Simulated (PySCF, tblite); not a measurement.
# C₇H₁₂GeO: geometry, infrared bands and NMR shifts

Aim: predict the infrared bands and NMR shifts of C₇H₁₂GeO (`[CH3][GeH2][O][C@@H]1C=CC=CC1`).

Computed with tblite 0.8.0 and PySCF 2.14.0, with density-fitted response routines of our own, on a single molecule in the gas phase. Atoms count from 0, in the outputs and in this text.

### 1 The starting structure

21 atoms, charge 0, multiplicity 1; geometry from: force field or distance geometry start.

Bonds of the start (Å): C0–Ge1 1.97, Ge1–O2 1.77, O2–C3 1.41, C3–C4 1.49, C4–C5 1.31, C5–C6 1.45, C6–C7 1.31, C7–C8 1.47, C8–C3 1.47, C0–H9 1.10, C0–H10 1.12, C0–H11 1.10, Ge1–H12 1.56, Ge1–H13 1.55, C3–H14 1.12, C4–H15 1.10, C5–H16 1.08, C6–H17 1.09, C7–H18 1.10, C8–H19 1.09, C8–H20 1.12.

### 2 Optimising the geometry with GFN2-xTB

The job: settings as JSON, then the geometry in Å.

```
{"job": {"kind": "relax", "xc": "GFN2-xTB", "basis": "xTB"}, "charge": 0, "multiplicity": 1}
C      3.715100    -0.396900    -0.148600
Ge     2.147000     0.639100     0.436600
O      0.722800     0.158300    -0.495200
C     -0.375100     0.176000     0.390700
C     -0.907800    -1.210500     0.495300
C     -2.122200    -1.574800     0.163500
C     -3.043200    -0.569500    -0.326100
C     -2.672300     0.684200    -0.436900
C     -1.329100     1.184100    -0.102100
H      3.948000    -0.154100    -1.193400
H      3.471600    -1.485600    -0.054500
H      4.590200    -0.146100     0.467700
H      1.942400     0.545300     1.976000
H      2.461100     2.122500     0.119700
H     -0.056300     0.465700     1.422400
H     -0.206700    -1.968400     0.870800
H     -2.453200    -2.595000     0.254300
H     -4.046100    -0.905300    -0.583600
H     -3.411900     1.412600    -0.809800
H     -0.908000     1.677700    -0.982300
H     -1.475200     1.957600     0.690000
```

Started as:

```sh
> OMP_NUM_THREADS=1 python probes_run.py task.json out
```

This one command runs all jobs of the session in turn.

Output:

```text
step      E/eV     max force
  0    -735.93310    2.270
  1    -736.10932    1.208
  2    -736.19943    0.935
  3    -736.26865    0.627
  4    -736.31142    0.424
  5    -736.33682    0.393
  6    -736.35792    0.393
  7    -736.37515    0.394
  8    -736.39302    0.342
  9    -736.40657    0.251
 10    -736.41677    0.226
 11    -736.42448    0.249
 12    -736.43149    0.262
 13    -736.43870    0.211
 14    -736.44451    0.172
 15    -736.44919    0.186
 16    -736.45378    0.202
 17    -736.45822    0.196
 18    -736.46179    0.131
 19    -736.46468    0.113
 20    -736.46761    0.196
 21    -736.47120    0.262
 22    -736.47508    0.224
 23    -736.47807    0.097
 24    -736.47983    0.075
 25    -736.48104    0.092
 26    -736.48222    0.098
 27    -736.48341    0.077
 28    -736.48472    0.097
 29    -736.48639    0.122
 30    -736.48850    0.162
 31    -736.49064    0.133
 32    -736.49233    0.089
 33    -736.49368    0.077
 34    -736.49503    0.110
 35    -736.49652    0.120
 36    -736.49815    0.108
 37    -736.49988    0.098
 38    -736.50175    0.082
 39    -736.50359    0.111
 40    -736.50502    0.095
 41    -736.50597    0.062
 42    -736.50664    0.054
 43    -736.50726    0.059
 44    -736.50795    0.063
 45    -736.50866    0.055
 46    -736.50933    0.056
 47    -736.50992    0.058
 48    -736.51045    0.053
 49    -736.51094    0.048
 50    -736.51150    0.047
 51    -736.51222    0.076
 52    -736.51313    0.094
 53    -736.51410    0.081
 54    -736.51482    0.059
 55    -736.51533    0.055
 56    -736.51579    0.057
 57    -736.51648    0.059
 58    -736.51721    0.069
 59    -736.51830    0.070
 60    -736.51945    0.078
 61    -736.52086    0.091
 62    -736.52266    0.108
 63    -736.52511    0.145
 64    -736.52809    0.151
 65    -736.53118    0.138
 66    -736.53396    0.121
 67    -736.53626    0.129
 68    -736.53575    0.306
 69    -736.54127    0.176
 70    -736.54433    0.088
 71    -736.54863    0.113
 72    -736.55089    0.115
 73    -736.55296    0.158
 74    -736.55499    0.114
 75    -736.55725    0.091
 76    -736.56042    0.095
 77    -736.56174    0.092
 78    -736.56387    0.098
 79    -736.56594    0.085
 80    -736.56777    0.078
 81    -736.56896    0.085
 82    -736.56983    0.080
 83    -736.57061    0.072
 84    -736.57118    0.080
 85    -736.57169    0.047
 86    -736.57208    0.041
 87    -736.57246    0.044
 88    -736.57280    0.045
 89    -736.57322    0.037
 90    -736.57351    0.038
 91    -736.57375    0.040
 92    -736.57400    0.038
 93    -736.57433    0.035
 94    -736.57472    0.042
 95    -736.57508    0.042
 96    -736.57535    0.033
 97    -736.57554    0.027
 98    -736.57569    0.024
 99    -736.57582    0.027
100    -736.57591    0.023
101    -736.57597    0.022
102    -736.57603    0.019
103    -736.57611    0.018
104    -736.57622    0.027
105    -736.57635    0.030
106    -736.57647    0.024
107    -736.57655    0.021
108    -736.57664    0.021
109    -736.57674    0.027
110    -736.57687    0.028
111    -736.57701    0.031
112    -736.57717    0.034
113    -736.57739    0.036
114    -736.57770    0.047
115    -736.57808    0.053
116    -736.57845    0.042
117    -736.57878    0.049
118    -736.57911    0.048
119    -736.57949    0.055
120    -736.57994    0.057
121    -736.58047    0.051
122    -736.58105    0.045
123    -736.58162    0.067
124    -736.58218    0.078
125    -736.58258    0.073
126    -736.58300    0.071
127    -736.58343    0.047
128    -736.58379    0.032
129    -736.58397    0.032
130    -736.58420    0.028
131    -736.58442    0.026
132    -736.58463    0.029
133    -736.58480    0.026
134    -736.58493    0.023
135    -736.58503    0.023
136    -736.58510    0.028
137    -736.58515    0.023
138    -736.58519    0.012
139    -736.58522    0.013
140    -736.58525    0.015
141    -736.58527    0.014
142    -736.58530    0.011
143    -736.58533    0.009
```

It took 1.3 s on 1 thread of Arm Neoverse V1, shared host.

Step by step: (not every step is listed)

| step | energy from step 0 (eV) | largest force (eV/Å) |
| --- | --- | --- |
| 0 | 0.0000 | 2.2702 |
| 1 | -0.1762 | 1.2079 |
| 2 | -0.2663 | 0.9346 |
| 3 | -0.3356 | 0.6267 |
| 4 | -0.3783 | 0.4239 |
| 5 | -0.4037 | 0.3934 |
| 6 | -0.4248 | 0.3927 |
| 7 | -0.4420 | 0.3939 |
| 8 | -0.4599 | 0.3425 |
| 21 | -0.5381 | 0.2622 |
| 34 | -0.5619 | 0.1097 |
| 47 | -0.5768 | 0.0582 |
| 60 | -0.5864 | 0.0783 |
| 73 | -0.6199 | 0.1577 |
| 86 | -0.6390 | 0.0411 |
| 99 | -0.6427 | 0.0266 |
| 112 | -0.6441 | 0.0340 |
| 125 | -0.6495 | 0.0733 |
| 138 | -0.6521 | 0.0121 |
| 139 | -0.6521 | 0.0134 |
| 140 | -0.6522 | 0.0152 |
| 141 | -0.6522 | 0.0141 |
| 142 | -0.6522 | 0.0108 |
| 143 | -0.6522 | 0.0092 |

Distances of close pairs at the start and the end, largest changes first:

| bond | before (Å) | after (Å) | change (Å) |
| --- | --- | --- | --- |
| C3–C8 | 1.473 | 1.530 | +0.057 |
| Ge1–H12 | 1.556 | 1.518 | -0.038 |
| C0–H10 | 1.120 | 1.086 | -0.033 |
| Ge1–H13 | 1.549 | 1.517 | -0.032 |
| C7–C8 | 1.472 | 1.499 | +0.027 |
| C8–H20 | 1.117 | 1.093 | -0.024 |
| C7–H18 | 1.103 | 1.080 | -0.023 |
| C4–H15 | 1.099 | 1.078 | -0.020 |

The final coordinates are the input of the step that follows.

### 3 Infrared spectrum with GFN2-xTB

The job: settings as JSON, then the geometry in Å.

```
{"job": {"kind": "ir", "xc": "GFN2-xTB", "basis": "xTB"}, "charge": 0, "multiplicity": 1}
C      3.831900    -0.119618    -0.092894
Ge     2.247206     0.812246     0.582389
O      0.949869    -0.287204     0.144070
C     -0.412736    -0.164608     0.484702
C     -1.090844    -1.492662     0.286466
C     -2.400280    -1.565606     0.063261
C     -3.194213    -0.359169    -0.082529
C     -2.597022     0.815784    -0.268235
C     -1.103664     0.921464    -0.342075
H      3.836602    -0.105658    -1.179633
H      3.817556    -1.155815     0.233524
H      4.747937     0.344621     0.260618
H      2.198471     1.012276     2.085964
H      2.016813     2.171292    -0.050054
H     -0.503561     0.094295     1.556692
H     -0.465268    -2.364750     0.392096
H     -2.901839    -2.517773    -0.024244
H     -4.269913    -0.450365    -0.065908
H     -3.163827     1.719080    -0.438671
H     -0.790932     0.806765    -1.388189
H     -0.761175     1.902347    -0.003120
```

Output:

```text
mode    cm-1     km/mol
  1      12.9      0.13
  2      46.5      1.12
  3      73.2      0.62
  4      81.1      0.02
  5     113.5      1.20
  6     176.8      2.16
  7     241.8      3.61
  8     279.5      6.62
  9     396.1     15.57
 10     424.1     40.95
 11     439.7     11.49
 12     490.4     24.57
 13     548.0      0.49
 14     589.8     38.53
 15     597.2     52.06
 16     608.9     76.44
 17     683.5    178.00
 18     722.4     45.60
 19     784.6     99.59
 20     798.9    101.34
 21     804.6    108.98
 22     810.0      0.50
 23     843.5    184.34
 24     902.7      0.73
 25     906.1      1.15
 26     929.7      0.32
 27     996.1      3.66
 28    1012.3     13.54
 29    1020.1      9.22
 30    1081.8    161.36
 31    1116.9      0.98
 32    1139.2     14.00
 33    1181.5      7.49
 34    1191.4      1.58
 35    1277.5      7.10
 36    1289.8      5.98
 37    1320.5      3.59
 38    1321.0     11.00
 39    1330.9     19.02
 40    1365.5      1.76
 41    1448.0      0.59
 42    1450.9      0.79
 43    1456.4      2.48
 44    1645.7      3.51
 45    1694.9      2.42
 46    1849.0    235.03
 47    1891.4    599.44
 48    2762.2     76.38
 49    2904.8     31.30
 50    2958.0     49.92
 51    3018.1     17.78
 52    3022.4     10.75
 53    3027.7     25.94
 54    3072.1      9.94
 55    3078.0     33.02
 56    3090.0     84.79
 57    3101.1     33.78
```

It took 0.98 s on 1 thread of Arm Neoverse V1, shared host.

The strongest bands and the atoms that carry them (share of the mass-weighted mode):

| cm⁻¹ | km/mol | atoms |
| --- | --- | --- |
| 684 | 178.0 | H13 37 %, H12 33 % |
| 785 | 99.6 | C5 15 %, O2 11 % |
| 799 | 101.3 | H11 32 %, H9 15 %, C0 14 % |
| 805 | 109.0 | H10 35 %, H9 30 %, C0 17 % |
| 844 | 184.3 | H12 48 %, H13 48 % |
| 1082 | 161.4 | C3 50 %, O2 31 % |
| 1849 | 235.0 | H12 54 %, H13 45 % |
| 1891 | 599.4 | H13 53 %, H12 45 % |

### 4 Nuclear shieldings: PBE0/pcSseg-1

Settings changed since step 3:

```diff
@@ -1,2 +1,2 @@
-{"job": {"kind": "ir", "xc": "GFN2-xTB", "basis": "xTB"}, "charge": 0, "multiplicity": 1}
+{"job": {"kind": "nmr", "xc": "PBE0", "basis": "pcSseg-1"}, "charge": 0, "multiplicity": 1}
 C      3.831900    -0.119618    -0.092894
```

With the program's defaults for keys left out, this is: GIAO PBE0/pcSseg-1 NMR shielding, non-relativistic, gas phase.

Output:

```text
coarse grid: 78520 points
cycle   1  E = -2425.0726762886  dE =  5.693e-01  |g| = 1.144e+00  |ddm| = 4.281e+00
cycle   2  E = -2424.8433648156  dE =  2.293e-01  |g| = 1.565e+00  |ddm| = 1.997e+00
cycle   3  E = -2425.2180717195  dE = -3.747e-01  |g| = 2.908e-01  |ddm| = 1.542e+00
cycle   4  E = -2425.2327305147  dE = -1.466e-02  |g| = 8.038e-02  |ddm| = 2.902e-01
cycle   5  E = -2425.2337459743  dE = -1.015e-03  |g| = 2.178e-02  |ddm| = 8.385e-02
cycle   6  E = -2425.2338530767  dE = -1.071e-04  |g| = 8.668e-03  |ddm| = 2.485e-02
cycle   7  E = -2425.2338707732  dE = -1.770e-05  |g| = 1.472e-03  |ddm| = 8.379e-03
cycle   8  E = -2425.2338712527  dE = -4.795e-07  |g| = 4.432e-04  |ddm| = 1.640e-03
final grid: 167168 points
cycle   9  E = -2425.2339516803  dE = -2.804e-09  |g| = 6.454e-04  |ddm| = 2.270e-03
cycle  10  E = -2425.2339514942  dE =  1.861e-07  |g| = 1.062e-03  |ddm| = 1.531e-03
cycle  11  E = -2425.2339517846  dE = -2.905e-07  |g| = 1.169e-04  |ddm| = 9.854e-04
cycle  12  E = -2425.2339517878  dE = -3.220e-09  |g| = 6.503e-06  |ddm| = 8.749e-05
cycle  13  E = -2425.2339517878  dE = -4.547e-12  |g| = 4.967e-06  |ddm| = 1.175e-05
converged SCF energy = -2425.2339517878

GIAO shielding tensors (ppm)
atom      isotropic    diamagn.    paramagn.     s11        s22        s33       span
  0 C      189.160     250.849     -61.689    176.349    193.561    197.570     21.222
  1 Ge    1351.662    2757.675   -1406.012   1208.646   1322.818   1523.523    314.877
  2 O      293.858     406.699    -112.841    250.664    291.878    339.033     88.369
  3 C      109.823     242.402    -132.579     87.956     95.222    146.292     58.336
  4 C       44.006     254.254    -210.248    -55.871     51.485    136.405    192.277
  5 C       57.486     253.997    -196.511    -50.719     63.597    159.579    210.299
  6 C       55.331     253.507    -198.176    -61.985     62.902    165.075    227.061
  7 C       53.706     255.256    -201.550    -55.994     57.269    159.843    215.837
  8 C      151.218     249.913     -98.696    125.021    159.241    169.390     44.369
  9 H       30.879      30.624       0.255     25.918     28.430     38.290     12.372
 10 H       31.003      30.672       0.331     25.749     28.854     38.407     12.657
 11 H       31.558      26.476       5.081     26.460     27.721     40.493     14.033
 12 H       26.669      30.117      -3.448     20.227     22.213     37.566     17.339
 13 H       26.486      30.563      -4.077     19.174     23.130     37.154     17.980
 14 H       26.789      31.971      -5.182     23.151     27.226     29.990      6.839
 15 H       25.660      32.680      -7.019     23.443     24.396     29.142      5.698
 16 H       25.713      30.318      -4.605     23.923     24.666     28.549      4.626
 17 H       25.600      28.769      -3.169     24.194     24.483     28.123      3.929
 18 H       25.679      29.395      -3.716     23.420     25.943     27.673      4.254
 19 H       29.312      32.068      -2.756     25.271     30.080     32.587      7.316
 20 H       29.309      32.870      -3.561     24.543     30.822     32.563      8.020
```

It took 55 s on 1 thread of Arm Neoverse V1, shared host; peak memory 1 GiB.

Shifts follow as δ = σ(reference) − σ, with reference shieldings (ppm) from runs at the same level and on the same kind of geometry: 1H TMS 31.72, 13C TMS 186.9, 17O H2O 336.1, 73Ge GeMe4 1331. The references are single molecules in the gas phase, so shifts against H2O, NH3, PH3, H3PO4 or CFCl3 are not on the usual liquid scales and can be off by tens of ppm. Atoms listed in one row are averaged.

| atoms | environment | σ (ppm) | δ (ppm) |
| --- | --- | --- | --- |
| C4 | alkene CH | 44.0 | 142.9 |
| C7 | alkene CH | 53.7 | 133.2 |
| C6 | alkene CH | 55.3 | 131.6 |
| C5 | alkene CH | 57.5 | 129.4 |
| C3 | allylic sp3 CH bonded to O | 109.8 | 77.1 |
| C8 | allylic sp3 CH2 | 151.2 | 35.7 |
| C0 | methyl carbon bonded to Ge | 189.2 | -2.2 |
| H17 | hydrogen on an alkene CH | 25.60 | 6.12 |
| H15 | hydrogen on an alkene CH | 25.66 | 6.06 |
| H18 | hydrogen on an alkene CH | 25.68 | 6.04 |
| H16 | hydrogen on an alkene CH | 25.71 | 6.00 |
| H13 | hydrogen on a germanium bonded to C, O | 26.49 | 5.23 |
| H12 | hydrogen on a germanium bonded to C, O | 26.67 | 5.05 |
| H14 | hydrogen on an allylic sp3 CH bonded to O | 26.79 | 4.93 |
| H20 | hydrogen on an allylic sp3 CH2 | 29.31 | 2.41 |
| H19 | hydrogen on an allylic sp3 CH2 | 29.31 | 2.40 |
| H9, H10, H11 | hydrogen on a methyl carbon bonded to Ge | 31.15 | 0.57 |
| Ge1 | germanium bonded to C, O, 2 H | 1352 | -21 |
| O2 | oxygen bonded to C, Ge | 293.9 | 42.2 |

Charges from the same density, by scheme (e):

| atoms | Mulliken | IAO | Hirshfeld | ESP fit |
| --- | --- | --- | --- | --- |
| C0 | -0.55 | -0.69 | -0.20 | -0.64 |
| Ge1 | 0.65 | 0.87 | 0.42 | 0.71 |
| O2 | -0.74 | -0.63 | -0.24 | -0.53 |
| C3 | 0.13 | 0.10 | 0.04 | 0.48 |
| C4 | -0.10 | -0.15 | -0.05 | -0.39 |
| C5 | -0.10 | -0.17 | -0.06 | -0.04 |
| C6 | -0.08 | -0.17 | -0.06 | -0.20 |
| C7 | -0.17 | -0.15 | -0.04 | -0.24 |
| C8 | -0.14 | -0.28 | -0.08 | -0.04 |

Mayer bond orders: C0–Ge1 1.02, Ge1–O2 0.79, O2–C3 0.86, C3–C4 1.01, C4–C5 1.83, C5–C6 1.10, C6–C7 1.84, C7–C8 1.05, C8–C3 1.03.

Ring of atoms C3, C4, C5, C6, C7, C8: NICS(0) 2.0, NICS(1) -1.1, NICS(1)zz 5.0 ppm (means of both faces).

### 5 Results

| quantity | value |
| --- | --- |
| strongest single infrared mode (GFN2-xTB) | 1891 cm⁻¹, 599 km/mol |
| zero-point energy (GFN2-xTB) | 102.1 kcal/mol |
| 13C shifts against TMS (PBE0/pcSseg-1) | 142.9, 133.2, 131.6, 129.4, 77.1, 35.7, -2.2 ppm |
| 1H shifts against TMS (PBE0/pcSseg-1, means over atoms taken as alike) | 6.12, 6.06, 6.04, 6.00, 5.23, 5.05, 4.93, 2.41, 2.40, 0.57 ppm |
| 73Ge shifts against GeMe4 (PBE0/pcSseg-1) | -21 ppm |
| 17O shifts against H2O (PBE0/pcSseg-1) | 42.2 ppm |

**Reading.** The optimisation took 143 steps and gained 0.652 eV; among the close pairs (by a distance rule), C3–C8 changed most, from 1.473 to 1.530 Å. All 57 modes are real, so the xTB geometry is a minimum. The strongest single mode, at 1891 cm⁻¹, moves mainly H13 and H12. GFN2-xTB is a fitted tight-binding method: band positions and strengths are rough. Its intensities can rank the bands wrongly. At PBE0/pcSseg-1: The widest tensor belongs to Ge1: span 315 ppm, with a paramagnetic part of -1406 ppm. Spin-orbit coupling is left out, which matters for shieldings and couplings at and beside the heavy atoms.
